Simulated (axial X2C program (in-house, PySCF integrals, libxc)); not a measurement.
# InSi: bond curves with and without spin–orbit coupling, part 1 of 2

Aim: find the lowest determinant of InSi, scan the bond at several levels and fit the constants, once spin-free and once with spin–orbit coupling.

Program: an in-house X2C program for linear molecules on PySCF integrals. Level of theory: all-electron X2C, In dyall-cv3z, Si dyall-v3z. These are calculated values, not measurements.

## (1) Input

Input file task.json:

```json
{"zs": [49, 14], "q": 0, "bas": ["dyall-cv3z", "dyall-v3z"], "levels": ["PBE0", "HF", "r2SCAN0"], "cc": true, "r0": 2.58, "thr": -2.0, "nmax": 110, "npts": 10, "nst": 2, "ntry": 8}
```

Keys: zs atomic numbers; q charge; bas basis sets; levels methods (HF also brings MP2); cc coupled cluster on or off; r0 starting distance in Å; thr threshold in hartree for freezing inner shells (an s shell follows its p shell); nmax most natural virtual spinors; npts points asked for on the curve; nst determinants followed; ntry starts of the search.

The run is started by

```bash
> python so2c.py task.json out
```

Spin-free means the one-electron spin-free X2C Hamiltonian; two-component (2c) means X2C with spin–orbit coupling and atomic mean-field two-electron Coulomb and Gaunt terms. Basis: In dyall-cv3z contracted to [11s12p9d4f1g], Si dyall-v3z contracted to [8s7p2d1f]; Gaussian nuclei, density fitting. Masses: In 114.904 u, Si 27.977 u.

Notation: σ, π±, δ± give the projection m of an orbital's angular momentum (0, ±1, ±2), α and β its spin, Λ and M_S the sums; ω is the projection of a spinor's total angular momentum and Ω the sum. Logs are in hartree.

The results follow Hamiltonian by Hamiltonian and level by level.

## (2) Which state to follow

Determinants are compared with PBE0 at 2.580 Å.

Spin-free determinants:

| ΔE (eV) | state | open shells |
| --- | --- | --- |
| 0.00 | M_S = 3/2, Λ = 0 | beyond closed shells: σα, π+α, π-α |
| 0.32 | M_S = 1/2, Λ = 0 | beyond closed shells: σβ, π+α, π-α |
| 0.84 | M_S = 1/2, Λ = 2 | beyond closed shells: σα, π+α, π+β |
| 0.84 | M_S = 1/2, Λ = 0 | beyond closed shells: σα, π+β, π-α |
| 1.11 | M_S = 1/2, Λ = 1 | beyond closed shells: π+α |
| 1.28 | M_S = 1/2, Λ = 1 | beyond closed shells: π+α, π+β, π-α |
| 2.40 | M_S = 3/2, Λ = 1 | beyond closed shells: 2 × π+α, π-α |

Two-component determinants:

```csv
ΔE (eV),state,open shells
0.00,Ω = 3/2,excess of +ω over −ω: ω = 3/2
0.32,Ω = 1/2,"excess of +ω over −ω: 2 × ω = -1/2, ω = 3/2"
0.77,Ω = 1/2,excess of +ω over −ω: ω = 1/2
0.84,Ω = 5/2,"excess of +ω over −ω: 2 × ω = 1/2, ω = 3/2"
0.90,Ω = 1/2,excess of +ω over −ω: ω = 1/2
2.50,Ω = 5/2,"excess of +ω over −ω: ω = -1/2, 2 × ω = 3/2"
2.71,Ω = 7/2,"excess of +ω over −ω: ω = 1/2, 2 × ω = 3/2"
```

## (3) PBE0, spin-free

State followed: M_S = 3/2, Λ = 0 (beyond closed shells: σα, π+α, π-α). The scan is laid around 2.617 Å, a first estimate of the minimum, and this SCF restarts from the orbitals of the search.

The SCF at the reference distance of 2.617 Å:

```text
spin-free X2C-1e  PBE0
basis functions 175  fitting functions 949  grid points 5083
iter        total energy     max residual
   1      -6170.233082891     1.87e+00
   2      -6170.615749262     6.16e-03
   3      -6170.615817633     5.89e-03
   4      -6170.616469713     3.24e-04
   5      -6170.616469742     4.19e-04
   6      -6170.616474433     1.08e-04
   7      -6170.616474954     2.99e-05
   8      -6170.616474984     9.47e-06
   9      -6170.616474991     3.25e-06
  10      -6170.616474992     5.84e-07
converged
one-electron -8772.75890979  Coulomb 2645.22683073  exact exchange -44.74792038  xc functional -137.05086864  nuclear repulsion 138.71439308
```

Along the bond, energies from the lowest point:

```tsv
R (Å)	E (eV)	μ (D)	HOMO (eV)	LUMO (eV)	iterations
2.277	0.4790	-1.24	-5.46	-2.83	12
2.381	0.1950	-1.45	-5.51	-2.70	12
2.460	0.0756	-1.64	-5.53	-2.62	12
2.538	0.0153	-1.84	-5.55	-2.62	12
2.617	0.0000	-2.06	-5.52	-2.62	10
2.709	0.0243	-2.34	-5.40	-2.60	11
2.800	0.0814	-2.63	-5.29	-2.58	11
2.918	0.1875	-3.02	-5.15	-2.56	11
3.062	0.3471	-3.49	-5.01	-2.52	11
3.271	0.6053	-4.18	-4.82	-2.47	11
```

Dipoles are positive if Si is the positive end.

Outer orbitals at the reference distance:

| symmetry | occupied | ε (eV) | atomic character |
| --- | --- | --- | --- |
| σα | yes | -21.44 | 99% In d |
| δ-α | yes | -21.44 | 100% In d |
| δ+α | yes | -21.44 | 100% In d |
| δ+β | yes | -21.39 | 100% In d |
| δ-β | yes | -21.39 | 100% In d |
| π+α | yes | -21.38 | 100% In d |
| π-α | yes | -21.38 | 100% In d |
| σβ | yes | -21.31 | 99% In d |
| π+β | yes | -21.28 | 100% In d |
| π-β | yes | -21.28 | 100% In d |
| σα | yes | -13.33 | 64% Si s, 19% In s, 9% In p |
| σβ | yes | -11.20 | 54% Si s, 32% In s, 7% In p |
| σα | yes | -9.39 | 55% In s, 22% Si p, 15% Si s |
| σβ | yes | -8.07 | 48% In s, 24% Si s, 14% Si p |
| σα | yes | -5.55 | 47% Si p, 38% In p, 11% In s |
| π+α | yes | -5.52 | 74% Si p, 21% In p, 4% In d |
| π-α | yes | -5.52 | 74% Si p, 21% In p, 4% In d |
| σβ | no | -2.62 | 48% Si p, 40% In p, 8% In s |
| π+β | no | -2.47 | 54% In p, 43% Si p |
| π-β | no | -2.47 | 54% In p, 43% Si p |
| π-α | no | -1.71 | 72% In p, 18% Si p, 5% Si d |

PBE0 fields in the half plane through the axis: z from -2.4 to 4.8 Å across, distance from the axis 0.15 to 2.25 Å upwards; In lies at z = 0 and Si at z = 2.617 Å; the ELF is damped to zero where the density is low.

log10 density (e/bohr³). Ten even steps from ' ' (-4.07 ) to '@' (1.81 ):
```
      ......................::::::::::......      
    ......::::::::::::::::::::::::::::::::....    
  ....::::::----------::::--------------::::....  
....::::----------------------------------::::....
..::::------============----============----::::..
..::::----==++++**++++====================----::..
..::----==++**######**++======++****++====----::::
::::----==++**##@@##**++======++##%%**++====--::::
```

ELF. Ten even steps from ' ' (0.00 ) to '@' (0.92 ):
```
      ..::::::::::......::--====++++====::..      
  ..--==++++++==--::::::--==++**######**++==::    
..--**######++==--------==++**##%%%%%%%%##**==::  
--##%%%%%%**==----::----++**##%%@@@@@@@@%%%%**==..
**%%@@@@##++--::::::::--++##%%%%@@@@@@@@@@@@%%**--
%%@@@@%%**----==++==::::==##%%**::::++@@@@@@%%##==
%%@@@@%%++--==%%%%%%==::==####  ::==  ++@@@@@@##++
@@@@@@##==--##--%%--##::--##==..@@####..@@@@@@%%++
```

Re = 2.610 Å, ωe = 260.4 cm⁻¹, ωexe = 0.954 cm⁻¹, Be = 0.11 cm⁻¹, De = 2.34 eV, μ = -2.04 D.

## (4) HF, spin-free

Output at 2.617 Å:

```text
spin-free X2C-1e  HF
basis functions 175  fitting functions 949  grid points 5083
iter        total energy     max residual
   1      -6167.809367482     2.20e-01
   2      -6167.835362748     4.73e-03
   3      -6167.836614249     1.31e-03
   4      -6167.836901435     8.03e-04
   5      -6167.836979985     6.74e-04
   6      -6167.837047753     4.50e-04
   7      -6167.837075607     2.95e-04
   8      -6167.837090108     1.77e-04
   9      -6167.837095230     1.16e-04
  10      -6167.837096378     9.24e-05
  11      -6167.837096809     3.80e-05
  12      -6167.837096869     6.63e-06
  13      -6167.837096872     2.00e-06
  14      -6167.837096873     9.81e-07
converged
one-electron -8771.79308761  Coulomb 2644.34423436  exact exchange -179.10263670  xc functional 0.00000000  nuclear repulsion 138.71439308
```

Re = 2.694 Å, ωe = 239.4 cm⁻¹, ωexe = 0.908 cm⁻¹, Be = 0.1032 cm⁻¹, De = 1.45 eV, μ = -2.82 D.

## (5) r2SCAN0, spin-free

The SCF at the reference distance of 2.617 Å:

```text
spin-free X2C-1e  r2SCAN0
basis functions 175  fitting functions 949  grid points 5083
iter        total energy     max residual
   1      -6171.024831275     8.02e-02
   2      -6171.027629292     1.19e-03
   3      -6171.027637581     7.60e-04
   4      -6171.027653325     5.52e-04
   5      -6171.027666396     1.07e-04
   6      -6171.027666661     4.10e-05
   7      -6171.027666730     1.26e-05
   8      -6171.027666749     5.33e-06
   9      -6171.027666750     3.06e-06
converged
one-electron -8772.75806533  Coulomb 2645.25462935  exact exchange -44.75737854  xc functional -137.48124531  nuclear repulsion 138.71439308
```

Re = 2.595 Å, ωe = 265.1 cm⁻¹, ωexe = 0.922 cm⁻¹, Be = 0.1112 cm⁻¹, De = 2.32 eV, μ = -1.99 D.

## (6) MP2 and beyond, spin-free

Correlated methods: 17 electrons correlated (frozen shells, counted by type: In 4 s, 3 p, 1 d; Si 2 s, 1 p), 231 virtual spinors in MP2, 110 natural virtuals in coupled cluster.

Output of the correlated part at 2.617 Å:

```text
correlated 17  virtual 231  natural virtual 110  E(MP2) -0.565695125  MP2 remainder -0.031293758
iter   CCSD correlation   residual
   1     -0.502235253   1.45e-01
   2     -0.515794058   5.10e-02
   3     -0.516796943   2.23e-02
   4     -0.516800668   9.91e-03
   5     -0.517007482   5.37e-03
   6     -0.517004926   2.28e-03
   7     -0.516994460   6.64e-04
   8     -0.517006585   2.59e-04
   9     -0.516999816   1.08e-04
  10     -0.517001720   4.16e-05
  11     -0.517001116   1.51e-05
  12     -0.517001462   5.80e-06
  13     -0.517001489   2.00e-06
  14     -0.517001494   7.94e-07
(T) -0.018937552  T1 0.0280  D1 0.0658  max T2 0.070
```

T1 in the output is the amplitude norm over the root of the electron number; divide by √2 for the Lee–Taylor value.

MP2: Re = 2.592 Å, ωe = 268.2 cm⁻¹, Be = 0.1115 cm⁻¹, De = 2.20 eV.

CCSD: Re = 2.623 Å, ωe = 259.2 cm⁻¹, ωexe = 0.884 cm⁻¹, Be = 0.1089 cm⁻¹, De = 2.10 eV. T1 at Re = 0.020 (Lee–Taylor, the printed value over √2).

CCSD(T): Re = 2.614 Å, ωe = 262.7 cm⁻¹, ωexe = 0.887 cm⁻¹, Be = 0.1097 cm⁻¹, De = 2.16 eV. T1 at Re = 0.020 (Lee–Taylor, the printed value over √2).

## (7) A higher determinant, spin-free

State: M_S = 1/2, Λ = 0 (beyond closed shells: σβ, π+α, π-α).

Output at the reference distance:

```text
spin-free X2C-1e  PBE0
basis functions 175  fitting functions 949  grid points 5083
iter        total energy     max residual
   1      -6170.222810873     1.80e+00
   2      -6170.603779074     5.98e-03
   3      -6170.603876104     5.86e-03
   4      -6170.604478541     3.33e-04
   5      -6170.604479037     3.64e-04
   6      -6170.604483478     9.52e-05
   7      -6170.604483942     1.53e-05
   8      -6170.604483968     8.79e-06
   9      -6170.604483973     3.12e-06
  10      -6170.604483973     1.61e-06
converged
one-electron -8772.61772189  Coulomb 2645.08594089  exact exchange -44.74476809  xc functional -137.04232796  nuclear repulsion 138.71439308
```

```tsv
R (Å)	E above the lowest PBE0 point (eV)
2.277	0.774
2.381	0.498
2.460	0.386
2.538	0.334
2.617	0.326
2.709	0.359
2.800	0.423
2.918	0.536
3.062	0.699
```

Re = 2.592 Å, ωe = 267.3 cm⁻¹, ωexe = 1.13 cm⁻¹, Be = 0.1115 cm⁻¹, μ = -2.05 D. ⟨S²⟩ = 1.78 against 0.75 for a pure state, so this determinant mixes spins. Te = 0.32 eV. As a difference of two determinants it need not be a gap between pure terms.

## (8) The spin-free curves together

Energy (eV) of the followed determinant, spin-free, from each level's lowest point:

```tsv
R (Å)	PBE0	HF	MP2	CCSD	CCSD(T)	r2SCAN0
2.277	0.479	0.687	0.443	n/a	n/a	0.445
2.381	0.195	0.337	0.170	0.218	0.207	0.173
2.460	0.076	0.171	0.059	0.090	0.082	0.062
2.538	0.015	0.068	0.007	0.022	0.018	0.009
2.617	0.000	0.015	0.000	0.000	0.000	0.000
2.709	0.024	0.000	0.034	0.019	0.023	0.031
2.800	0.081	0.023	0.100	0.072	0.080	0.095
2.918	0.188	0.092	0.220	0.175	0.188	0.209
3.062	0.347	0.214	0.398	n/a	n/a	0.377
3.271	0.605	0.426	0.688	n/a	n/a	0.645
```

(Continued in part 2 of 2.)
